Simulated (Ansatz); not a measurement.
# CsTlSe2: the cost of one run

Method: DFT PBE, scalar-relativistic, plane waves, PAW, in Ansatz 0.2.0.

## 1. The system as given

It takes space group P6_3/mmc (No. 194, hexagonal). Conventional cell: a = 3.944 Å, b = 3.944 Å, c = 17.651 Å, α = 90.00°, β = 90.00°, γ = 120.00°. Cs (site symmetry -6m2) has 6 Se at 3.68 Å and 6 Cs at 3.94 Å in its first shell of neighbours. Tl (site symmetry -3m) is surrounded by 6 Se at 2.74 Å. Around Se (site symmetry 3m) lie 3 Tl at 2.74 Å and 3 Cs at 3.68 Å.

Structure file:

```cif
data_structure
_symmetry_space_group_name_H-M 'P 1'
_symmetry_Int_Tables_number 1
_cell_length_a 3.9439
_cell_length_b 3.9439
_cell_length_c 17.6511
_cell_angle_alpha 90.000
_cell_angle_beta 90.000
_cell_angle_gamma 120.000
_cell_volume 237.77
loop_
_atom_site_label
_atom_site_type_symbol
_atom_site_fract_x
_atom_site_fract_y
_atom_site_fract_z
_atom_site_occupancy
Cs1 Cs 0.33333 0.66667 0.75000 1
Cs2 Cs 0.66667 0.33333 0.25000 1
Tl1 Tl 0.00000 0.00000 0.50000 1
Tl2 Tl 0.00000 0.00000 0.00000 1
Se1 Se 0.33333 0.66667 0.41400 1
Se2 Se 0.66667 0.33333 0.91400 1
Se3 Se 0.66667 0.33333 0.58600 1
Se4 Se 0.33333 0.66667 0.08600 1
```

(A quick probe on a coarse mesh, which set the mesh and smearing, is not shown.)

## 3. Rough relaxation on the coarse mesh

File input.yaml:

```yaml
crystal:
  lattice:
    - [3.9439066546, 0.0, 0.0]
    - [-1.9719533273, 3.415523353, 0.0]
    - [0.0, 0.0, 17.651050762]
  atoms:
    - { symbol: Cs, position: [0.3333333333, 0.6666666667, 0.75] }
    - { symbol: Cs, position: [0.6666666667, 0.3333333333, 0.25] }
    - { symbol: Tl, position: [0.0, 0.0, 0.5] }
    - { symbol: Tl, position: [0.0, 0.0, 0.0] }
    - { symbol: Se, position: [0.3333333333, 0.6666666667, 0.414] }
    - { symbol: Se, position: [0.6666666667, 0.3333333333, 0.914] }
    - { symbol: Se, position: [0.6666666667, 0.3333333333, 0.586] }
    - { symbol: Se, position: [0.3333333333, 0.6666666667, 0.086] }
basis:
  ecutwfc: 420
kpoints:
  mp_grid: { grid: [6, 6, 1] }
hamiltonian:
  xc: pbe
scf:
  occupations: { method: gaussian, width: 0.1 }
  lower_state_search: "off"
output:
  forces: true
  stress: true
  eigenvalues: true
relax:
  adjacent_minimum: "off"
  f_tol: 0.04
  max_steps: 70
  cell: { stress_tol: 0.4 }
```

Run with:

```sh
ansatz run input.yaml --threads 1 --pin off --max-ram 2560MiB --backend cpu --events-out ev --progress --plain --runs-dir out
```

**Question.** How long does this run take on 1 thread of Arm Neoverse V2, shared host, and how much memory does it need?

About 37 s, with a peak of 0.56 GiB.
